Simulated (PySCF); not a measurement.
# BiI3 (Bi(I)3): the cost of one run

The runs use PySCF 2.14.0; r2SCAN, Bi def2-SVP with ECP60, I def2-SVP with ECP28; scalar-relativistic core potentials, no spin–orbit coupling.

5 further runs of the same task are left out: 2 for a known fault of the program, 1 that didn't finish, 2 set aside as unsound or not needed.

### 1 Starting geometry

4 atoms, charge 0, spin multiplicity 1.

Bond lengths: Bi1–I2 2.837 Å, Bi1–I3 2.837 Å, Bi1–I4 2.830 Å. Angles: I2–Bi1–I3 100.3°, I2–Bi1–I4 100.6°, I3–Bi1–I4 100.6°.

As a file:

```mol
BiI3
  3D, bonds by distance, orders not assigned

  4  3  0  0  0  0  0  0  0  0999 V2000
    0.0030    0.9385   -0.0000 Bi  0  0
   -1.2578   -0.3713    2.1775 I   0  0
   -1.2578   -0.3713   -2.1775 I   0  0
    2.5191   -0.3575    0.0000 I   0  0
  1  2  8  0
  1  3  8  0
  1  4  8  0
M  END
```

Formal oxidation states: Bi +3. An earlier session relaxed this geometry at r2SCAN, Bi def2-SVP with ECP60, I def2-SVP with ECP28 (singlet, point group C3v).

Its energy there is -1108.327322 Eh.

### 2 Multiplicity 3 at the relaxed geometry

File run.py (the lines that set the calculation):

```python
mol = gto.M(atom='''
Bi     0.00303     0.93852     0.00000
I     -1.25777    -0.37133     2.17752
I     -1.25777    -0.37133    -2.17752
I      2.51912    -0.35754     0.00000''',
    basis={'Bi': 'def2-SVP', 'I': 'def2-SVP'},
    ecp={'Bi': 'def2-SVP', 'I': 'def2-SVP'},
    charge=0, spin=2)
mf = dft.UKS(mol, xc='R2SCAN')
mf.grids.atom_grid = (50, 194)
mf = mf.density_fit()  # fitting sets: Bi def2-universal-JKFIT, I def2-universal-JKFIT
mf.conv_tol = 1e-08; mf.max_cycle = 55
mf.kernel(dm0)  # dm0: free metal ions and neutral atoms
```

On the command line:

```
> OMP_NUM_THREADS=2 python run.py
```

**Question.** How long does this run take on 2 threads of Arm Neoverse V1, shared host?

About 42 s.
